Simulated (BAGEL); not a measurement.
# HF/3-21G (density fitting with qzvpp-jkfit) run of Si2H4O2 (SMILES O1[SiH2]O[SiH2]1)

Aim: the energy change on altering one bond length of Si2H4O2 at HF/3-21G (density fitting with qzvpp-jkfit), from 2 runs. 

Program for the calculation: BAGEL 1.2.2.

1 further run of the same task is left out (set aside as unsound or not needed).

## Step 1: Starting point

Si2H4O2 has 8 atoms, charge 0, and is taken as a singlet. As SMILES, `O1[SiH2]O[SiH2]1`. Geometry: relaxed at GFN2-xTB.

Bond lengths: O1–Si2 1.671 Å, Si2–O3 1.669 Å, O1–Si4 1.669 Å, O3–Si4 1.671 Å, Si2–H5 1.444 Å, Si2–H6 1.444 Å, Si4–H7 1.444 Å, Si4–H8 1.445 Å. Some angles: O1–Si2–O3 87.8°, Si2–O1–Si4 92.1°, Si2–O3–Si4 92.2°, O1–Si4–O3 87.9°, O1–Si2–H5 110.6°, O1–Si2–H6 110.6°, O3–Si2–H5 110.8°, O3–Si2–H6 110.8°, O1–Si4–H7 110.8°, O1–Si4–H8 110.7°.

## Step 2: The energy at HF/3-21G (density fitting with qzvpp-jkfit)

Input file hf.json:

```json
{ "bagel": [

{
  "title": "molecule",
  "basis": "3-21g",
  "df_basis": "qzvpp-jkfit",
  "angstrom": true,
  "geometry": [
    { "atom": "O", "xyz": [   -0.750250,    0.046050,    0.881630 ] },
    { "atom": "Si", "xyz": [    0.052810,    1.201510,   -0.020110 ] },
    { "atom": "O", "xyz": [    0.749310,   -0.046160,   -0.881770 ] },
    { "atom": "Si", "xyz": [   -0.052010,   -1.201380,    0.020520 ] },
    { "atom": "H", "xyz": [   -0.875460,    1.938150,   -0.845190 ] },
    { "atom": "H", "xyz": [    1.039170,    1.881590,    0.786440 ] },
    { "atom": "H", "xyz": [    0.876100,   -1.938640,    0.845310 ] },
    { "atom": "H", "xyz": [   -1.039660,   -1.881120,   -0.786840 ] }
  ]
},
{
  "title": "hf",
  "charge": 0
},
{
  "title": "print",
  "file": "orbitals.molden",
  "orbitals": true
}

]}
```

Command:

```bash
$ BAGEL_NUM_THREADS=1 BAGEL hf.json > hf.out
```

Output:

```text
* using 1 threads per process

  ===============================================================
  ===============================================================

  *** Geometry ***

  { "atom" : "O", "xyz" : [     -1.417767,      0.087022,      1.666039 ] },
  { "atom" : "Si", "xyz" : [      0.099796,      2.270525,     -0.038002 ] },
  { "atom" : "O", "xyz" : [      1.415991,     -0.087230,     -1.666304 ] },
  { "atom" : "Si", "xyz" : [     -0.098285,     -2.270279,      0.038777 ] },
  { "atom" : "H", "xyz" : [     -1.654380,      3.662573,     -1.597178 ] },
  { "atom" : "H", "xyz" : [      1.963747,      3.555690,      1.486156 ] },
  { "atom" : "H", "xyz" : [      1.655589,     -3.663499,      1.597404 ] },
  { "atom" : "H", "xyz" : [     -1.964673,     -3.554802,     -1.486912 ] },

  Number of auxiliary basis functions:      482

  Since a DF basis is specified, we compute 2- and 3-index integrals:
    o Being stored without compression. Storage requirement is 0.010 GB

  Number of basis functions:       52
  Number of electrons      :       48

    * METHOD: MOLECULE                             0.19

  *** RHF ***

  === Nuclear Repulsion ===
   243.1785240210

      * DIIS with orbital gradients will be used.

  === RHF iteration (3-21g) ===
      0       -725.89404927          0.03064384           0.05
      1       -726.04287470          0.01980175           0.04
      2       -726.11482042          0.00125317           0.04
      3       -726.11548445          0.00015026           0.04
      4       -726.11549872          0.00003916           0.04
      5       -726.11549974          0.00000740           0.04
      6       -726.11549977          0.00000310           0.04
      7       -726.11549977          0.00000074           0.04
      8       -726.11549977          0.00000021           0.04
      9       -726.11549977          0.00000005           0.05
     10       -726.11549977          0.00000001           0.05
    * SCF iteration converged.

    * Permanent dipole moment:
           (   -0.004083,    -0.001058,    -0.001798) a.u.

    * METHOD: HF                                   0.57

    * METHOD: PRINT                                0.01

  ===============================================================
```

Wall time 0.91 s (1 thread of Arm Neoverse V1, shared host).

## Step 3: The distorted shape

Input file calc.json:

```json
{ "bagel" : [

{
  "title" : "molecule",
  "basis" : "3-21g",
  "df_basis" : "qzvpp-jkfit",
  "angstrom" : true,
  "geometry" : [
    { "atom" : "O", "xyz" : [    0.434935,    0.861741,    1.850466 ] },
    { "atom" : "Si", "xyz" : [    1.237995,    2.017201,    0.948726 ] },
    { "atom" : "O", "xyz" : [    1.934495,    0.769531,    0.087066 ] },
    { "atom" : "Si", "xyz" : [    1.133175,   -0.385689,    0.989356 ] },
    { "atom" : "H", "xyz" : [    0.309725,    2.753841,    0.123646 ] },
    { "atom" : "H", "xyz" : [    2.224355,    2.697281,    1.755276 ] },
    { "atom" : "H", "xyz" : [    2.061285,   -1.122949,    1.814146 ] },
    { "atom" : "H", "xyz" : [   -1.039660,   -1.881120,   -0.786840 ] }
  ]
},
{
  "title" : "hf"
},
{
  "title" : "print",
  "file" : "orbitals.molden",
  "orbitals" : true
}

]}
```

Command:

```bash
$ BAGEL_NUM_THREADS=1 BAGEL calc.json > calc.out
```

Output:

```text
* using 1 threads per process

  ===============================================================
  ===============================================================

  *** Geometry ***

  { "atom" : "O", "xyz" : [      0.821908,      1.628454,      3.496874 ] },
  { "atom" : "Si", "xyz" : [      2.339471,      3.811957,      1.792832 ] },
  { "atom" : "O", "xyz" : [      3.655666,      1.454203,      0.164531 ] },
  { "atom" : "Si", "xyz" : [      2.141390,     -0.728847,      1.869612 ] },
  { "atom" : "H", "xyz" : [      0.585295,      5.204005,      0.233657 ] },
  { "atom" : "H", "xyz" : [      4.203422,      5.097122,      3.316991 ] },
  { "atom" : "H", "xyz" : [      3.895264,     -2.122066,      3.428239 ] },
  { "atom" : "H", "xyz" : [     -1.964673,     -3.554802,     -1.486912 ] },

  Number of auxiliary basis functions:      482

  Since a DF basis is specified, we compute 2- and 3-index integrals:
    o Being stored without compression. Storage requirement is 0.010 GB

  Number of basis functions:       52
  Number of electrons      :       48

    * METHOD: MOLECULE                             0.19

  *** RHF ***

  === Nuclear Repulsion ===
   238.3411748038

      * DIIS with orbital gradients will be used.

  === RHF iteration (3-21g) ===
      0       -725.67839816          0.03079488           0.04
      1       -725.84572323          0.01973139           0.04
      2       -725.91880788          0.00137245           0.04
      3       -725.91969170          0.00043121           0.04
      4       -725.91979672          0.00012011           0.04
      5       -725.91980733          0.00003107           0.04
      6       -725.91980810          0.00000600           0.04
      7       -725.91980813          0.00000202           0.04
      8       -725.91980813          0.00000081           0.04
      9       -725.91980813          0.00000019           0.04
     10       -725.91980813          0.00000008           0.04
     11       -725.91980813          0.00000002           0.04
     12       -725.91980813          0.00000001           0.04
    * SCF iteration converged.

    * Permanent dipole moment:
           (   -0.577141,    -0.635777,    -0.456175) a.u.

    * METHOD: HF                                   0.66

    * METHOD: PRINT                                0.01

  ===============================================================
```

Wall time 0.99 s (1 thread of Arm Neoverse V1, shared host).

## Step 4: Summary of results

At HF/3-21G (density fitting with qzvpp-jkfit):

| quantity | value |
| --- | --- |
| first shape: total energy | -726.11550 Eh |
| first shape: dipole moment | 0.01 D |
| first shape: HOMO energy | -11.88 eV |
| first shape: LUMO energy | 3.58 eV |
| first shape: HOMO–LUMO gap | 15.46 eV |
| distorted shape: total energy | -725.91981 Eh |
| distorted shape: dipole moment | 2.47 D |
| distorted shape: HOMO energy | -8.17 eV |
| distorted shape: LUMO energy | -0.88 eV |
| distorted shape: HOMO–LUMO gap | 7.29 eV |
| energy change with the Si4–H8 bond stretched from 1.445 to 3.180 Å | 5.325 eV |

One bond (distorted shape) is far stretched, which a spin-restricted single reference describes badly; a broken-symmetry solution may lie lower. With the Si4–H8 bond stretched from 1.445 to 3.180 Å the energy rises by 5.33 eV (514 kJ/mol). The first shape isn't relaxed at this level, so the change isn't measured from a minimum. A restricted reference can't describe the breaking bond well at this length.
